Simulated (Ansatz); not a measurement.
**AlBNH4F (SMILES [NH2][AlH][BH]F): wB97X/def2-SVPD**

Aim: the energy change on altering one bond length of AlBNH4F at wB97X/def2-SVPD, from 2 runs. 

The results are computed with Ansatz 0.2.0.

92 further runs of the same task are left out: 92 set aside as unsound or not needed.

### 1 The system as given

The species is AlBNH4F (8 atoms), meant as a singlet with charge 0. SMILES: `[NH2][AlH][BH]F`. The shape is that of a PBE0-D4/def2-TZVP optimisation. This is one conformer, not always the lowest.

Bond lengths: N1–Al2 1.770 Å, Al2–B3 2.169 Å, B3–F4 1.330 Å, N1–H5 1.008 Å, N1–H6 1.008 Å, Al2–H7 1.590 Å, B3–H8 1.208 Å. Angles: N1–Al2–B3 116.8°, Al2–B3–F4 118.5°, N1–Al2–H7 116.9°, B3–Al2–H7 126.3°, Al2–N1–H5 125.6°, Al2–N1–H6 124.3°, Al2–B3–H8 127.4°, F4–B3–H8 114.1°, H5–N1–H6 110.2°.

### 2 A single-point energy at wB97X/def2-SVPD

input.yaml reads:

```yaml
crystal:
  periodic: [false, false, false]
  atoms:
    - {symbol: "N", position_ang: [-1.034900, 1.238000, 0.178100]}
    - {symbol: Al, position_ang: [0.358400, 0.247200, 0.637000]}
    - {symbol: B, position_ang: [0.824000, -1.438600, -0.645900]}
    - {symbol: F, position_ang: [0.022100, -1.693000, -1.675500]}
    - {symbol: H, position_ang: [-1.365500, 2.050100, 0.674400]}
    - {symbol: H, position_ang: [-1.614500, 1.063500, -0.627700]}
    - {symbol: H, position_ang: [1.149400, 0.679500, 1.946200]}
    - {symbol: H, position_ang: [1.753200, -2.203800, -0.542400]}
basis:
  gaussian:
    orbitals: def2-SVPD
accuracy: high
hamiltonian:
  xc: {name: wB97X}
output:
  orbitals: {seedname: orbitals}
```

Launch:

```
$ ansatz run input.yaml --threads 1 --pin off --max-ram 3480MiB --events-out events.jsonl --progress --plain --runs-dir runs
```

The program printed:

```text
Warning: RAYON_NUM_THREADS=1 ignored (pool sized by the plan → 1); use --threads N
Functional definition: wB97X
  name "wB97X"
  parameter omega = 0.3/bohr
  parameter cx = 0.157706
  parameter cx1 = 0.726479
  parameter cx2 = 1.04760
  parameter cx3 = -5.70635
  parameter cx4 = 13.2794
  parameter css1 = -4.33879
  parameter css2 = 18.2308
  parameter css3 = -31.7430
  parameter css4 = 17.2901
  parameter cos1 = 2.37031
  parameter cos2 = -11.3995
  parameter cos3 = 6.58405
  parameter cos4 = -3.78132
  exchange = spin_sum(e_x_unif_sr(omega)*poly(b97_u_x, 1 - cx, cx1, cx2, cx3, cx4)) + cx*exact_x_sr(omega)
      + exact_x_lr(omega)
  correlation = spin_sum(e_c_pw_same_spin*poly(b97_u_same, 1, css1, css2, css3, css4))
      + integral(e_c_pw_opposite_spin*poly(b97_u_opposite, 1, cos1, cos2, cos3, cos4))
2418 factors; integrals over basis functions are off by at most 3.3e-9 eV
539 factors; integrals over basis functions are off by at most 1.7e-9 eV
mean field evaluation 1: about -11534.2652 eV, gradient 5.3e1 eV
mean field evaluation 2: about -11533.2398 eV, gradient 5.9e1 eV
mean field evaluation 4: about -11539.8470 eV, gradient 1.5e0 eV
mean field evaluation 8: about -11539.9034 eV, gradient 8.0e-2 eV
mean field evaluation 16: about -11539.9034 eV, gradient 1.8e-5 eV
mean field -11539.90342721 eV, -424.0836289223 hartree, gradient 4.1e-8 eV, S^2 0.000000; 0 other end points of the search recorded, 0 dependent functions left out
reference -11539.90342276 eV, -424.0836287589 hartree; 19, 19 occupied and 100, 100 virtual orbitals, 2418 factors
Total energy: -11539.90342276 eV, -424.0836287589 hartree
```

It took 40 s on 1 thread of Arm Neoverse V1, shared host; peak memory 0.7 GiB.

### 3 The distorted shape at the same level

input.yaml reads:

```yaml
crystal:
  periodic: [false, false, false]
  atoms:
    - {symbol: N, position_ang: [-1.778266, 1.850165, 0.095299]}
    - {symbol: Al, position_ang: [-0.384966, 0.859365, 0.554199]}
    - {symbol: B, position_ang: [0.080634, -0.826435, -0.728701]}
    - {symbol: F, position_ang: [-0.721266, -1.080835, -1.758301]}
    - {symbol: H, position_ang: [-2.108866, 2.662265, 0.591599]}
    - {symbol: H, position_ang: [-2.357866, 1.675665, -0.710501]}
    - {symbol: H, position_ang: [0.406034, 1.291665, 1.863399]}
    - {symbol: H, position_ang: [1.753200, -2.203800, -0.542400]}
basis:
  gaussian: {orbitals: def2-SVPD}
magnetization: {spin_polarized: false, initial_magnetization: 0}
hamiltonian: {xc: {name: wB97X}}
accuracy: high
output: {orbitals: {seedname: orbitals}}
```

Launch:

```
$ ansatz run input.yaml --threads 1 --pin off --max-ram 3480MiB --events-out events.jsonl --progress --plain --runs-dir runs
```

The program printed:

```text
Warning: RAYON_NUM_THREADS=1 ignored (pool sized by the plan → 1); use --threads N
[... 17 set-up lines as earlier in the session ...]
      + exact_x_lr(omega)
[... 1 set-up line as earlier in the session ...]
      + integral(e_c_pw_opposite_spin*poly(b97_u_opposite, 1, cos1, cos2, cos3, cos4))
2441 factors; integrals over basis functions are off by at most 3.0e-9 eV
562 factors; integrals over basis functions are off by at most 1.5e-9 eV
mean field evaluation 1: about -11530.9328 eV, gradient 5.3e1 eV
mean field evaluation 2: about -11529.9636 eV, gradient 6.0e1 eV
mean field evaluation 4: about -11536.8706 eV, gradient 2.1e0 eV
mean field evaluation 8: about -11536.9284 eV, gradient 1.9e-1 eV
mean field evaluation 16: about -11536.9286 eV, gradient 7.3e-5 eV
mean field -11536.92862187 eV, -423.9743068426 hartree, gradient 4.7e-8 eV, S^2 0.000000; 0 other end points of the search recorded, 0 dependent functions left out
reference -11536.92861720 eV, -423.9743066711 hartree; 19, 19 occupied and 100, 100 virtual orbitals, 2441 factors
Total energy: -11536.92861720 eV, -423.9743066711 hartree
```

It took 40 s on 1 thread of Arm Neoverse V1, shared host; peak memory 0.7 GiB.

### 4 What came out

At wB97X/def2-SVPD:

```
                                                         quantity          value
                                        first shape: total energy  -424.08363 Eh
                                         first shape: HOMO energy       -9.67 eV
                                         first shape: LUMO energy       -0.03 eV
                                       first shape: HOMO–LUMO gap        9.64 eV
                                    distorted shape: total energy  -423.97431 Eh
                                     distorted shape: HOMO energy       -8.86 eV
                                     distorted shape: LUMO energy       -0.53 eV
                                   distorted shape: HOMO–LUMO gap        8.32 eV
energy change with the B3–H8 bond stretched from 1.208 to 2.175 Å       2.975 eV
```

**Reading.** With the B3–H8 bond stretched from 1.208 to 2.175 Å the energy rises by 2.97 eV (287 kJ/mol). The first shape isn't relaxed at this level, so the change isn't measured from a minimum.
